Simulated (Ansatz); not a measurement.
# TeWO: the cost of one run

Code: Ansatz 0.2.0. PAW datasets, plane waves. Values at 0 K without nuclear motion; spin polarisation is off, and the phase may be a hypothetical one.

**1. The cell**

The unstrained cell was relaxed with r2SCAN; in each strained cell the atoms were relaxed again with r2SCAN. Names of k-points are those of the unstrained zone, where strain can split equivalent points. First state: -5.0 % strain along x alone.

In-plane lattice: a = 3.046 Å, b = 3.167 Å, γ = 118.7°; thickness between the outer nuclei 3.07 Å. W has 3 O at 2.08–2.09 Å and 3 Te at 2.72 Å; O has 3 W at 2.08–2.09 Å; Te has 3 W at 2.72 Å and 2 Te at 3.05 Å.

Coordinates:

```
CELL_PARAMETERS angstrom
3.04635 0.00000 0.00000
-1.52318 2.77707 0.00000
0.00000 0.00000 30.17072
ATOMIC_POSITIONS crystal
W 0.99971 0.99942 0.30937
O 0.32569 0.65137 0.34369
Te 0.67460 0.34920 0.24185
```
The sheet repeats along a and b alone.

From earlier runs on the unstrained cell: PBE 0.01 eV, r2SCAN 0.07 eV, HSE06 0.25 eV; a = 3.207 Å.

**2. -5.0 % strain along x alone: PBE**

The input, input.yaml:

```yaml
crystal:
  lattice:
    - [3.0463538343, 0.0, 0.0]
    - [-1.5231769172, 2.7770734836, 0.0]
    - [0.0, 0.0, 30.1707239296]
  atoms:
    - { symbol: W, position: [-0.0002892332, -0.0005784665, 0.309370055] }
    - { symbol: O, position: [0.3256872404, 0.6513744808, 0.3436855433] }
    - { symbol: Te, position: [0.6746019929, 0.3492039857, 0.2418516656] }
  periodic: [true, true, false]
kpoints:
  mp_grid: { grid: [12, 12, 1] }
  band_path:
    path:
      - [0.0, 0.0, 0.0]
      - [0.5, 0.0, 0.0]
      - [0.3333333333, 0.3333333333, 0.0]
      - [0.330729, 0.333333, 0.0]
    npoints: 1
hamiltonian:
  xc: pbe
scf:
  occupations: { method: fermi_dirac, width: 0.02 }
  n_extra_bands: 4
output:
  forces: true
  stress: true
  eigenvalues: true
```

Run with:

```
> ansatz run input.yaml --threads 4 --pin off --max-ram 5529MiB --backend cpu --events-out ev --progress --plain --runs-dir out
```

What time and memory should one allow on 4 threads of Arm Neoverse V2, shared host?

About 9 s, with a peak of 0.65 GiB.
